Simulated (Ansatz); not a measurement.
# AlCl2HO + NH3: a complex and its separated parts

Aim: how far the complex at one end of a reaction step lies below its separated, relaxed parts, level by level.

The runs use Ansatz 0.2.0, Gaussian basis; PBE0-D4/def2-TZVP structures, single points in def2-TZVPP, no counterpoise correction.

Levels: SPW92, PBE-D4, BLYP-D4, r2SCAN-D4, B97M-V, PBE0-D4, B3LYP-D4, r2SCAN0-D4, BHLYP-D4, CAM-B3LYP-D4, wB97X-V, wB97M-V, B2PLYP, PBE-QIDH, RPA on PBE, Hartree-Fock, MP2, CCSD, CCSD(T).

Cores are frozen in the correlated methods. B3LYP uses VWN-RPA correlation. B2PLYP carries no dispersion term here.

94 further runs of the same task are left out: 94 set aside as unsound or not needed.

## 1. Starting geometry

The complex: 9 atoms, charge 0, spin multiplicity 1.

Atoms are counted from 1 here; the program's logs count them from 0.

Bond lengths: Al1–O2 1.705 Å, Al1–Cl3 2.124 Å, Al1–Cl4 2.124 Å, Al1–N6 1.996 Å, O2–H7 0.954 Å, H5–N6 1.017 Å, N6–H8 1.015 Å, N6–H9 1.015 Å. Angles: O2–Al1–Cl3 118.5°, O2–Al1–Cl4 118.5°, O2–Al1–N6 95.4°, Cl3–Al1–Cl4 114.0°, Cl3–Al1–N6 102.6°, Cl4–Al1–N6 102.6°, Al1–O2–H7 124.9°, Al1–N6–H5 107.1°, Al1–N6–H8 111.8°, Al1–N6–H9 111.9°, H5–N6–H8 108.7°, H5–N6–H9 108.7°, H8–N6–H9 108.6°.

Geometry (Å):

```xyz
9

Al   -0.64606   -0.46932    0.03416
O    -1.39946    0.99892   -0.39432
Cl   -0.49591   -1.99660   -1.43407
Cl   -0.89676   -1.19702    2.01357
H     1.13801    1.25625   -0.18697
N     1.20471    0.27628    0.07540
H    -2.33702    1.11325   -0.52786
H     1.61531    0.21444    1.00188
H     1.81728   -0.19640   -0.58188
```

Its parts: AlCl2HO holds atoms 1, 2, 3, 4, 7; NH3 holds atoms 5, 6, 8, 9. Each part counts its atoms afresh in its own runs.

## 2. Relaxing AlCl2HO alone

relax-a/in.yaml reads:

```yaml
crystal:
  periodic: [false, false, false]
  atoms:
    - {symbol: Al, position_ang: [-0.646059, -0.469323, 0.034156]}
    - {symbol: O, position_ang: [-1.399465, 0.998919, -0.394322]}
    - {symbol: Cl, position_ang: [-0.495914, -1.996604, -1.434073]}
    - {symbol: Cl, position_ang: [-0.896756, -1.197017, 2.013566]}
    - {symbol: H, position_ang: [-2.337019, 1.113248, -0.527858]}
basis:
  gaussian: {orbitals: def2-TZVP}
hamiltonian: {xc: pbe0, dispersion: d4}
relax: {f_tol: 0.005, max_steps: 200}
```

Run with:

```console
$ ansatz run in.yaml --threads 4 --pin off --events-out ev --progress --plain --max-ram 9574MiB
```

After this run come: Relaxing NH3 alone; SPW92/def2-TZVPP; PBE-D4/def2-TZVPP; BLYP-D4/def2-TZVPP; r2SCAN-D4/def2-TZVPP; B97M-V/def2-TZVPP; PBE0-D4/def2-TZVPP; B3LYP-D4/def2-TZVPP; r2SCAN0-D4/def2-TZVPP; BHLYP-D4/def2-TZVPP; CAM-B3LYP-D4/def2-TZVPP; wB97X-V/def2-TZVPP; wB97M-V/def2-TZVPP; B2PLYP/def2-TZVPP; PBE-QIDH/def2-TZVPP; RPA on PBE/def2-TZVPP; CCSD(T)/def2-TZVPP; Vibrations of AlCl2HO; Vibrations of NH3.

Before running it: what results should come out? Wanted: complex less parts, CCSD(T)/def2-TZVPP; with zero-point energy; largest T1 diagnostic.

**Answer**, as computed:

| quantity | value |
| --- | --- |
| complex less parts, CCSD(T)/def2-TZVPP | -1.588 eV |
| with zero-point energy | -1.466 eV |
| largest T1 diagnostic | 0.010 |

At CCSD(T) the complex lies 1.588 eV below its parts. Among the functionals B97M-V lands nearest to CCSD(T) (+0.002 eV) and SPW92 farthest (-0.241 eV). Mean unsigned error by rung: LDA 0.241, GGA 0.069, meta-GGA 0.028, hybrid 0.067, range-separated hybrid 0.041, double hybrid 0.073 eV. PBE-D4 gives a relative energy 0.029 eV too high, inside chemical accuracy (1 kcal/mol, 0.043 eV). No counterpoise was applied, and triple zeta lacks some correlation, so the CCSD(T) reference has a basis error of its own, and close matches with it are partly luck.
